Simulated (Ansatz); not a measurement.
# Cl2FNbO (SMILES [O]=[Nb]([F])([Cl])[Cl]): a relaxed scan of the bond length O1–Nb2

One table from this session's results is given with a row withheld; the runs are named, their logs left out.

The runs use Ansatz 0.2.0, Gaussian basis; single points in def2-TZVPP.

Levels: PBE-D4, r2SCAN-D4, PBE0-D4, B3LYP-D4, wB97M-V, Hartree-Fock, MP2, CCSD, CCSD(T). The scan takes 1.375, 1.446, 1.549, 1.670, 1.804, 1.948, 2.102, 2.263 Å.

Correlated methods freeze the cores. Core potentials replace the inner electrons past krypton, and spin-orbit coupling is left out. B3LYP uses VWN-RPA correlation.

21 further runs of the same task are left out: 21 set aside as unsound or not needed.

## The starting structure

The minimum, relaxed at PBE0-D4: SMILES `[O]=[Nb]([F])([Cl])[Cl]`, 5 atoms, charge 0, spin multiplicity 1.

Atoms are counted from 1 here; the program's logs count them from 0.

Bond lengths: O1–Nb2 1.677 Å, Nb2–F3 1.851 Å, Nb2–Cl4 2.277 Å, Nb2–Cl5 2.277 Å. Angles: O1–Nb2–F3 107.5°, O1–Nb2–Cl4 107.8°, O1–Nb2–Cl5 107.8°, F3–Nb2–Cl4 111.3°, F3–Nb2–Cl5 111.3°, Cl4–Nb2–Cl5 110.9°.

Coordinates:

```xyz
5

O     0.0474   -0.1235    1.7217
Nb    0.0703   -0.0709    0.0458
F     1.3954   -1.2279   -0.5293
Cl   -1.9790   -0.7240   -0.7007
Cl    0.5157    2.0726   -0.5789
```

Energies of the minimum (eV), from earlier single points: PBE-D4 -31356.69630, r2SCAN-D4 -31367.85414, PBE0-D4 -31357.06246, B3LYP-D4 -31371.84241, wB97M-V -31365.38824, CCSD(T) -31331.80427.

At the minimum the bond length O1–Nb2 is 1.677 Å.

The first run:

relax/in.yaml

```yaml
crystal:
  periodic: [false, false, false]
  atoms:
    - {symbol: O, position_ang: [0.047428, -0.123469, 1.721725]}
    - {symbol: Nb, position_ang: [0.066186, -0.080381, 0.347529]}
    - {symbol: F, position_ang: [1.391237, -1.237336, -0.227649]}
    - {symbol: Cl, position_ang: [-1.983100, -0.733492, -0.398986]}
    - {symbol: Cl, position_ang: [0.511577, 2.063139, -0.277256]}
basis:
  gaussian: {orbitals: def2-TZVP}
hamiltonian: {xc: pbe0, dispersion: d4}
relax: {f_tol: 0.005, max_steps: 200, constraints: [{distance: [0, 1]}]}
```

The command line of these runs was not kept.

Steps of the session up to this table: O1–Nb2 = 1.375 Å; O1–Nb2 = 1.446 Å; O1–Nb2 = 1.549 Å; O1–Nb2 = 1.670 Å; O1–Nb2 = 1.804 Å; O1–Nb2 = 1.948 Å; O1–Nb2 = 2.102 Å; O1–Nb2 = 2.263 Å.

One table of the session follows, with a row left open; its other results are not shown here.

It belongs to the step «The curves». Energies less that of the minimum at the same level (kJ/mol):

```
bond length (Å)  PBE-D4  PBE0-D4  B3LYP-D4  wB97M-V  Hartree-Fock
          1.375   432.7    391.3     415.2    387.8         330.4
          1.446   231.9    200.9     218.7    197.5         155.1
          1.549       ?        ?         ?        ?             ?
          1.670     0.9      0.0       0.5     -0.2          -1.4
1.677 (minimum)     0.0      0.0       0.0      0.0           0.0
          1.804    21.1     37.3      29.3     40.7          63.1
          1.948    98.5    132.5     116.7    140.7         188.3
          2.102   206.5    258.5     235.8    273.1         344.6
          2.263   323.3    392.9     364.1    415.3         496.0
```

Q: Estimate the row for bond length (Å) = 1.549 from the others.

Worked estimate for «PBE-D4». A straight line through the neighbours (1.446, 231.9) and (1.670, 0.9) gives 231.9 + (0.9 − 231.9) × (1.549 − 1.446) / (1.670 − 1.446) = 125.7; a parabola fitted to 4 rows on both sides gives 79.6.

The run gave: PBE-D4: 67.3; PBE0-D4: 50.4; B3LYP-D4: 59.7; wB97M-V: 48.0; Hartree-Fock: 25.3. In «PBE-D4» the line misses by +58.4 and the parabola by +12.3.
